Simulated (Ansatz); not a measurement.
# C₃H₁₀InN: basis-set convergence

One table from this session's results is given with a row withheld; the runs are named, their logs left out.

The runs use Ansatz 0.2.0, Gaussian basis; one geometry, several basis sets.

Plan: PBE0-D4/def2-SVP; ωB97M-V/def2-SVP; PBE0-D4/def2-QZVPP; ωB97M-V/def2-QZVPP; the functionals' def2-TZVPP values are taken from earlier runs.

2 further runs of the same task are left out: 2 for a known fault of the program. Runs told in other sessions of the task aren't counted.

### The geometry

An earlier PBE0-D4 in a triple-zeta def2 set relaxation fixed the geometry. In takes the def2 core potential; no spin-orbit term is included.

SMILES `CC(C)[NH][InH2]`, 15 atoms, charge 0, spin multiplicity 1.

Atoms are counted from 1 here; the program's logs count them from 0.

Bond lengths: C1–C2 1.515 Å, C1–H6 1.093 Å, C1–H7 1.095 Å, C1–H8 1.092 Å, C2–C3 1.524 Å, C2–N4 1.448 Å, C2–H9 1.103 Å, C3–H10 1.093 Å, C3–H11 1.094 Å, C3–H12 1.094 Å, N4–In5 2.016 Å, N4–H13 1.010 Å, In5–H14 1.708 Å, In5–H15 1.716 Å. Angles: C2–C1–H6 111.4°, C2–C1–H7 110.7°, C2–C1–H8 110.6°, H6–C1–H7 108.0°, H6–C1–H8 108.0°, H7–C1–H8 107.9°, C1–C2–C3 110.7°, C1–C2–N4 111.1°, C1–C2–H9 107.2°, C3–C2–N4 111.2°, C3–C2–H9 107.3°, N4–C2–H9 109.1°, C2–C3–H10 110.9°, C2–C3–H11 110.1°, C2–C3–H12 111.3°, H10–C3–H11 107.9°, H10–C3–H12 107.8°, H11–C3–H12 108.6° and more.

The first run:

in.yaml reads:

```yaml
crystal:
  periodic: [false, false, false]
  atoms:
    - {symbol: C, position_ang: [-0.865409, -0.913851, 0.697125]}
    - {symbol: C, position_ang: [0.365173, -0.031565, 0.651348]}
    - {symbol: C, position_ang: [1.600310, -0.846165, 0.285347]}
    - {symbol: N, position_ang: [0.179786, 1.075821, -0.262477]}
    - {symbol: In, position_ang: [-1.324539, 1.600371, -1.497202]}
    - {symbol: H, position_ang: [-1.751470, -0.347640, 0.994919]}
    - {symbol: H, position_ang: [-1.060659, -1.357101, -0.284890]}
    - {symbol: H, position_ang: [-0.728686, -1.727914, 1.411783]}
    - {symbol: H, position_ang: [0.521633, 0.362659, 1.669285]}
    - {symbol: H, position_ang: [2.490468, -0.212139, 0.253275]}
    - {symbol: H, position_ang: [1.473562, -1.299245, -0.702056]}
    - {symbol: H, position_ang: [1.781464, -1.641678, 1.013872]}
    - {symbol: H, position_ang: [1.006420, 1.654045, -0.312410]}
    - {symbol: H, position_ang: [-2.765970, 0.683347, -1.514457]}
    - {symbol: H, position_ang: [-0.922093, 3.001043, -2.403433]}
basis:
  gaussian: {orbitals: def2-SVP}
hamiltonian: {xc: pbe0, dispersion: d4}
output: {orbitals: {seedname: orbitals}}
```

On the command line:

```console
$ ansatz run in.yaml --threads 4 --pin off --events-out ev --progress --plain --max-ram 11315MiB
```

Steps of the session up to this table: PBE0-D4 in def2-SVP; ωB97M-V in def2-SVP; PBE0-D4 in def2-QZVPP; ωB97M-V in def2-QZVPP.

One of the session's tables, all rows but one given; the rest of the session is left out.

It belongs to the step «Functionals by basis». 

| functional | basis | HOMO (eV) |
| --- | --- | --- |
| PBE0-D4 | def2-SVP | ? |
| PBE0-D4 | def2-TZVPP | -6.35 |
| PBE0-D4 | def2-QZVPP | -6.37 |
| ωB97M-V | def2-SVP | -8.53 |
| ωB97M-V | def2-TZVPP | -8.65 |
| ωB97M-V | def2-QZVPP | -8.67 |

Q: Estimate the row for PBE0-D4, def2-SVP from the others.

**Answer.** HOMO (eV): -6.26. In the column «HOMO (eV)» it is the highest.
